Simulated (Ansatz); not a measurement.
Predict the output of the script below (Ansatz's Python interface).

Contents of `ch6inno.xyz`:
```text
10

C    -1.31006   -0.34284    1.15897
O     0.08162   -0.42898    1.30794
In    1.43147    0.07701   -0.03402
N     0.63258    0.77979   -1.80210
H    -1.74647   -1.34793    1.17277
H    -1.72429    0.23049    1.99486
H    -1.60808    0.15426    0.22428
H     2.97292   -0.10496    0.65299
H    -0.04813    0.09831   -2.13336
H     1.31844    0.88485   -2.54232
```

`ch6inno_spin.py`:
```python
"""Vertical spin-state energies of CH6InNO."""

import warnings

import ansatz as az

BASIS = "def2-SVPD"
FUNCTIONAL = "PBE0"


def main() -> None:
    warnings.simplefilter("ignore", az.DeckWarning)

    geometry = az.Crystal.molecule_from_extxyz("ch6inno.xyz")

    calc = (
        geometry.calculation()
        .basis(gaussian=BASIS)
        .functional(FUNCTIONAL)
    )
    found = {}
    for unpaired in [0, 2, 4]:
        report = calc.spin("collinear", total=unpaired).run(threads=1, pin="off").report
        s = unpaired / 2
        found[unpaired] = report["free_energy_ev"]
        print(f"2S+1 = {unpaired + 1}: E = {found[unpaired]:.5f} eV, <S^2> = {abs(report['mean_field']['state']['spin_squared']):.3f} (pure state {s * (s + 1):.2f})")
    lowest = min(found, key=found.get)
    for unpaired, e in found.items():
        print(f"multiplicity {unpaired + 1}: {23.060548 * (e - found[lowest]):.1f} kcal/mol above the lowest")


if __name__ == "__main__":
    main()
```

`python ch6inno_spin.py` gives:
```text
2S+1 = 1: E = -9836.84395 eV, <S^2> = 0.000 (pure state 0.00)
2S+1 = 3: E = -9832.36788 eV, <S^2> = 2.010 (pure state 2.00)
2S+1 = 5: E = -9827.80744 eV, <S^2> = 6.011 (pure state 6.00)
multiplicity 1: 0.0 kcal/mol above the lowest
multiplicity 3: 103.2 kcal/mol above the lowest
multiplicity 5: 208.4 kcal/mol above the lowest
```

In order: multiplicity 1 (+0.00 eV), multiplicity 3 (+4.48 eV) and multiplicity 5 (+9.04 eV), all at the one geometry.

What to keep in mind:
- These settings explore the input space; basis and method may be short of convergence.
- The geometry is a force-field or estimated start, not a minimum of this method, and the basis set is short of its limit. All parts are taken at fixed geometry, without zero-point energy.
- def2 sets replace the cores of elements past krypton by effective core potentials.
- Spin-orbit coupling, which mixes and shifts the spin states of heavy atoms, is left out.
- The whole script took 76 s on 1 thread of Arm Neoverse V1, with other jobs on the host, peak memory 0.65 GiB.
